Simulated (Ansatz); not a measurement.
**PBE-QIDH/def2-TZVP (core potential) run of InH3 (SMILES [InH3])**

Aim: the electronic atomisation energy of InH3 at PBE-QIDH/def2-TZVP (core potential), from 3 runs. 

Program for the calculation: Ansatz 0.2.0.

32 further runs of the same task are left out: 3 that didn't finish, 29 set aside as unsound or not needed.

## Step 1: The system as given

InH3 has 4 atoms, charge 0, and is taken as a singlet. SMILES: `[InH3]`. The shape is that of a PBE0-D4/def2-TZVP optimisation.

Bond lengths: In1–H2 1.724 Å, In1–H3 1.724 Å, In1–H4 1.724 Å. Angles: H2–In1–H3 120.0°, H2–In1–H4 120.0°, H3–In1–H4 120.0°.

## Step 2: The energy at PBE-QIDH/def2-TZVP (core potential)

Input file molecule.yaml:

```yaml
crystal:
  periodic: [false, false, false]
  atoms:
    - {symbol: In, position_ang: [0.013900, -0.015100, -0.005100]}
    - {symbol: H, position_ang: [0.415500, 1.516000, 0.678200]}
    - {symbol: H, position_ang: [-1.095600, -0.107300, -1.321400]}
    - {symbol: H, position_ang: [0.721800, -1.454000, 0.628000]}
basis:
  gaussian:
    orbitals: def2-TZVP
total_charge: 0
hamiltonian:
  xc: {name: PBE-QIDH}
output: {orbitals: {seedname: orbitals}}
accuracy: high
correlation:
  frozen_orbitals: {H: 0, In: 4}
```

Started as:

```sh
$ ansatz run molecule.yaml --threads 1 --pin off --max-ram 3480MiB --events-out events.jsonl --progress --plain --runs-dir runs
```

What it wrote:

```text
Warning: RAYON_NUM_THREADS=1 ignored (pool sized by the plan → 1); use --threads N
Functional definition: PBE-QIDH
  name "PBE-QIDH"
  parameter a = 3^(-1/3)
  parameter c = 1/3
  exchange = (1 - a)*pbe_x + a*exact_x
  correlation = (1 - c)*pbe_c + c*(mp2_os + mp2_ss)
1334 factors; integrals over basis functions are off by at most 2.7e-9 eV
mean field evaluation 1: about -5212.5314 eV, gradient 8.7e0 eV
mean field evaluation 2: about -5212.5321 eV, gradient 8.7e0 eV
mean field evaluation 4: about -5212.7786 eV, gradient 1.2e0 eV
mean field evaluation 8: about -5212.7815 eV, gradient 1.1e-3 eV
mean field evaluation 16: about -5212.7815 eV, gradient 9.0e-8 eV
mean field -5212.78147232 eV, -191.5661857576 hartree, gradient 9.0e-8 eV, S^2 0.000000; 0 other end points of the search recorded, 0 dependent functions left out
4 core orbitals not correlated: weight in the atoms' cores, before any rotation towards them, 1.000 or more for the frozen orbitals, at most 0.000 for the correlated occupied ones
reference -5212.78147376 eV, -191.5661858103 hartree; 8, 8 occupied and 56, 56 virtual orbitals, 1334 factors
second order -8.93953795 eV of doubles, -0.00000000 eV of singles
Total energy: -5215.76131974 eV, -191.6756931304 hartree
```

It took 4.5 s on 1 thread of Arm Neoverse V2, shared host; peak memory 0.16 GiB.

## Step 3: The H atom at the same level

Input file input.yaml:

```yaml
crystal:
  periodic: [false, false, false]
  atoms:
    - {symbol: H, position_ang: [0.000000, 0.000000, 0.000000]}
basis:
  gaussian: {orbitals: def2-TZVP}
accuracy: high
hamiltonian: {xc: {name: PBE-QIDH}}
magnetization: {spin_polarized: true, initial_magnetization: 1}
correlation: {frozen_orbitals: {H: 0}}
```

Started as:

```sh
$ ansatz run input.yaml --threads 1 --pin off --max-ram 3480MiB --events-out events.jsonl --progress --plain --runs-dir runs
```

What it wrote:

```text
Warning: RAYON_NUM_THREADS=1 ignored (pool sized by the plan → 1); use --threads N
Functional definition: PBE-QIDH
  name "PBE-QIDH"
  parameter a = 3^(-1/3)
  parameter c = 1/3
  exchange = (1 - a)*pbe_x + a*exact_x
  correlation = (1 - c)*pbe_c + c*(mp2_os + mp2_ss)
21 factors; integrals over basis functions are off by at most 4.9e-8 eV
mean field evaluation 1: about -13.6293 eV, gradient 1.3e0 eV
mean field evaluation 2: about -13.6291 eV, gradient 1.3e0 eV
mean field evaluation 4: about -13.6546 eV, gradient 1.0e-3 eV
mean field evaluation 8: about -13.6545 eV, gradient 2.1e-5 eV
mean field -13.65448626 eV, -0.5017931146 hartree, gradient 8.4e-8 eV, S^2 0.750000; 0 other end points of the search recorded, 0 dependent functions left out
reference -13.65448706 eV, -0.5017931442 hartree; 1, 0 occupied and 5, 6 virtual orbitals, 21 factors
second order 0.00000000 eV of doubles, -0.00000000 eV of singles
Total energy: -13.65448706 eV, -0.5017931442 hartree
```

It took 0.17 s on 1 thread of Arm Neoverse V2, shared host.

## Step 4: The In atom, same level

Input file in.yaml:

```yaml
crystal:
  periodic: [false, false, false]
  atoms:
    - {symbol: In, position_ang: [0.000000, 0.000000, 0.000000]}
basis:
  gaussian:
    orbitals: def2-TZVP
correlation:
  frozen_orbitals: {In: 4}
magnetization:
  spin_polarized: true
  initial_magnetization: 1
hamiltonian:
  xc: {name: PBE-QIDH}
accuracy: high
```

Started as:

```sh
$ ansatz run in.yaml --threads 1 --pin off --max-ram 3480MiB --events-out events.jsonl --progress --plain --runs-dir runs
```

What it wrote:

```text
Warning: RAYON_NUM_THREADS=1 ignored (pool sized by the plan → 1); use --threads N
Functional definition: PBE-QIDH
  name "PBE-QIDH"
  parameter a = 3^(-1/3)
  parameter c = 1/3
  exchange = (1 - a)*pbe_x + a*exact_x
  correlation = (1 - c)*pbe_c + c*(mp2_os + mp2_ss)
511 factors; integrals over basis functions are off by at most 2.5e-9 eV
mean field evaluation 1: about -5164.9106 eV, gradient 2.3e0 eV
mean field evaluation 2: about -5164.9123 eV, gradient 2.3e0 eV
mean field evaluation 4: about -5165.0179 eV, gradient 1.8e-1 eV
mean field evaluation 8: about -5165.0172 eV, gradient 1.5e-2 eV
mean field evaluation 16: about -5165.0172 eV, gradient 6.1e-8 eV
mean field -5165.01721619 eV, -189.8108817206 hartree, gradient 7.6e-8 eV, S^2 0.757538; 0 other end points of the search recorded, 0 dependent functions left out
4 core orbitals not correlated: weight in the atoms' cores, before any rotation towards them, 1.000 or more for the frozen orbitals, at most 0.000 for the correlated occupied ones
reference -5165.01721704 eV, -189.8108817518 hartree; 7, 6 occupied and 39, 40 virtual orbitals, 511 factors
second order -7.55695217 eV of doubles, -0.00000000 eV of singles
Total energy: -5167.53620110 eV, -189.9034527085 hartree
```

It took 3 s on 1 thread of Arm Neoverse V2, shared host; peak memory 0.12 GiB.

## Step 5: Summary of results

Level: PBE-QIDH/def2-TZVP (core potential), 4 core orbitals frozen.

| quantity | value |
| --- | --- |
| molecule: total energy | -191.67569 Eh |
| molecule: HOMO energy (SCF part's orbitals) | -10.06 eV |
| molecule: LUMO energy (SCF part's orbitals) | -0.52 eV |
| molecule: HOMO–LUMO gap (SCF part's orbitals) | 9.54 eV |
| H atom: total energy | -0.50179 Eh |
| H atom: ⟨S²⟩ | 0.750 |
| In atom: total energy | -189.90345 Eh |
| In atom: ⟨S²⟩ | 0.758 |
| electronic atomisation energy | 7.262 eV |

What this shows: Taking the molecule apart into free atoms costs 7.26 eV (167 kcal/mol), before zero-point energy and without spin-orbit coupling.
